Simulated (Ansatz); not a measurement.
# HfO2: the cost of one run

Computed with Ansatz 0.2.0 (reference: DFT, HSE06, plane waves, PAW, unless a step's input says otherwise).

## (1) The starting structure

Symmetry: Fm-3m, No. 225, cubic system. The conventional cell has a = 5.058 Å, b = 5.058 Å, c = 5.058 Å, α = 90.00°, β = 90.00°, γ = 90.00°. Hf (site symmetry m-3m) has 8 O at 2.19 Å as nearest neighbours. O (site symmetry -43m) is surrounded by 4 Hf at 2.19 Å.

As a file:

```
Hf O
1.0
     0.00000    2.52918    2.52918
     2.52918    0.00000    2.52918
     2.52918    2.52918    0.00000
Hf O
1 2
Direct
  0.00000 0.00000 0.00000
  0.25000 0.25000 0.25000
  0.75000 0.75000 0.75000
```

## (2) Baseline

File input.yaml:

```yaml
crystal:
  lattice:
    - [0.0, 2.5291823181, 2.5291823181]
    - [2.5291823181, 0.0, 2.5291823181]
    - [2.5291823181, 2.5291823181, 0.0]
  atoms:
    - { symbol: Hf, position: [0.0, 0.0, 0.0] }
    - { symbol: O, position: [0.25, 0.25, 0.25] }
    - { symbol: O, position: [0.75, 0.75, 0.75] }
kpoints:
  mp_grid: { grid: [4, 4, 4] }
hamiltonian:
  xc: hse06
scf:
  occupations: { method: fixed }
  n_extra_bands: 4
output:
  forces: true
  stress: true
  eigenvalues: true
```

Run with:

```bash
> ansatz run input.yaml --threads 4 --pin off --max-ram 3686MiB --backend cpu --events-out ev --progress --plain --runs-dir out
```

Q: Estimate wall time and peak memory on 4 threads of Arm Neoverse N1, shared host.

About 9.9 s, with a peak of 0.55 GiB.
